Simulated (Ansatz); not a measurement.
# ClH₄N₂Si radical: one species, many methods

Aim: compute ClH₄N₂Si radical with functionals from several rungs and with coupled cluster, and see how far each lands from CCSD(T) at the basis-set limit for the atomisation energy.

Program: Ansatz 0.2.0, Gaussian basis. Level of theory: functionals in def2-TZVPP, the program's frozen cores in correlated methods. These are calculated values, not measurements.

The runs, in order: LDA (SPW92), PBE-D4, revPBE-D4, BLYP-D4, r2SCAN-D4, B97M-V, PBE0-D4, B3LYP-D4, r2SCANh-D4, r2SCAN0-D4, HSE06-D4, BHLYP-D4, CAM-B3LYP-D4, LC-ωPBE, ωB97X-V, ωB97M-V, B2PLYP, PBE-QIDH; CCSD(T)/def2-SVP; CCSD(T)/def2-TZVPP; MP2/def2-QZVPP; extrapolation to the limit; RPA on PBE.

### Step 1. The geometry

An earlier PBE0-D4 in a triple-zeta def2 set relaxation fixed the geometry.

SMILES `[NH][SiH](N)Cl`, 8 atoms, charge 0, spin multiplicity 2.

Atoms are counted from 1 here; the program's logs count them from 0.

Bond lengths: N1–Si2 1.737 Å, N1–H5 1.022 Å, Si2–N3 1.696 Å, Si2–Cl4 2.070 Å, Si2–H6 1.473 Å, N3–H7 1.006 Å, N3–H8 1.006 Å. Angles: Si2–N1–H5 114.1°, N1–Si2–N3 111.9°, N1–Si2–Cl4 104.5°, N1–Si2–H6 111.1°, N3–Si2–Cl4 114.7°, N3–Si2–H6 107.3°, Cl4–Si2–H6 107.3°, Si2–N3–H7 121.0°, Si2–N3–H8 123.5°, H7–N3–H8 112.4°.

### Step 2. LDA

This LDA is Slater exchange with PW92 correlation.

Input file in.yaml:

```yaml
crystal:
  periodic: [false, false, false]
  atoms:
    - {symbol: N, position_ang: [-0.425431, 1.190431, -1.263463]}
    - {symbol: Si, position_ang: [-0.492547, -0.179672, -0.197627]}
    - {symbol: N, position_ang: [1.038003, -0.583504, 0.410060]}
    - {symbol: Cl, position_ang: [-1.881258, 0.350650, 1.242392]}
    - {symbol: H, position_ang: [-0.047889, 2.036255, -0.831971]}
    - {symbol: H, position_ang: [-1.015186, -1.368082, -0.894478]}
    - {symbol: H, position_ang: [1.318135, -1.544435, 0.514173]}
    - {symbol: H, position_ang: [1.598374, 0.041357, 0.965112]}
basis:
  gaussian: {orbitals: def2-TZVPP}
magnetization: {spin_polarized: true, initial_magnetization: 1}
hamiltonian: {xc: lda}
output: {orbitals: {seedname: orbitals}}
```

Command:

```
$ ansatz run in.yaml --threads 4 --pin off --events-out ev --progress --plain --max-ram 10444MiB
```

Further steps of the session: PBE-D4 (GGA); revPBE-D4 (GGA); BLYP-D4 (GGA); r2SCAN-D4 (meta-GGA); B97M-V (meta-GGA); B3LYP-D4 (hybrid); r2SCANh-D4 (hybrid); r2SCAN0-D4 (hybrid); HSE06-D4 (hybrid); BHLYP-D4 (hybrid); CAM-B3LYP-D4 (range-separated); LC-ωPBE (range-separated); ωB97X-V (range-separated); ωB97M-V (range-separated); B2PLYP (double hybrid); PBE-QIDH (double hybrid); CCSD(T) in def2-SVP; CCSD(T) in def2-TZVPP; MP2 in def2-QZVPP; RPA on PBE orbitals.

**Question.** What will the summary of the whole plan be? Wanted: atomisation energy, CCSD(T)/CBS; farthest beyond LDA; mean size of error, GGA; mean size of error, meta-GGA; mean size of error, hybrid; mean size of error, range-separated; mean size of error, double hybrid; gap, smallest and largest; T1 diagnostic.

The runs gave:

```
                               quantity                                     value
        atomisation energy, CCSD(T)/CBS                            618.5 kcal/mol
functionals within 3.1 kcal/mol (0.5 %)              r2SCAN-D4, PBE0-D4, HSE06-D4
                    farthest beyond LDA                 BHLYP-D4 (-15.9 kcal/mol)
                mean size of error, GGA                              7.0 kcal/mol
           mean size of error, meta-GGA                              2.7 kcal/mol
             mean size of error, hybrid                              6.0 kcal/mol
    mean size of error, range-separated                              5.2 kcal/mol
      mean size of error, double hybrid                              8.4 kcal/mol
              gap, smallest and largest  1.10 eV (LDA (SPW92)), 9.98 eV (LC-ωPBE)
                          T1 diagnostic                                    0.0124
triples share of the correlation energy                                     3.7 %
```

In words: The LDA atomisation energy is off by 90.5 kcal/mol (15 %): it overbinds. PBE-D4 misses by +12.8 kcal/mol. Double hybrids carry the basis error of their MP2 part in triple zeta, and no dispersion term here, so their miss is partly the set-up's. Taken by rung, meta-GGA functionals do best (2.7 kcal/mol on average) and double hybrid ones worst beyond LDA (8.4 kcal/mol). Misses under about 3.1 kcal/mol are within the doubt on the reference itself, which lacks core-valence correlation, relativity and higher excitations. Hartree-Fock recovers 68 % of the binding; the rest is correlation. CCSD(T) in def2-SVP is off by -64.5 kcal/mol, so the small basis spoils what the method gains. The gap grows from 1.1 to 10.0 eV across the functionals, mostly with the share of exact exchange.
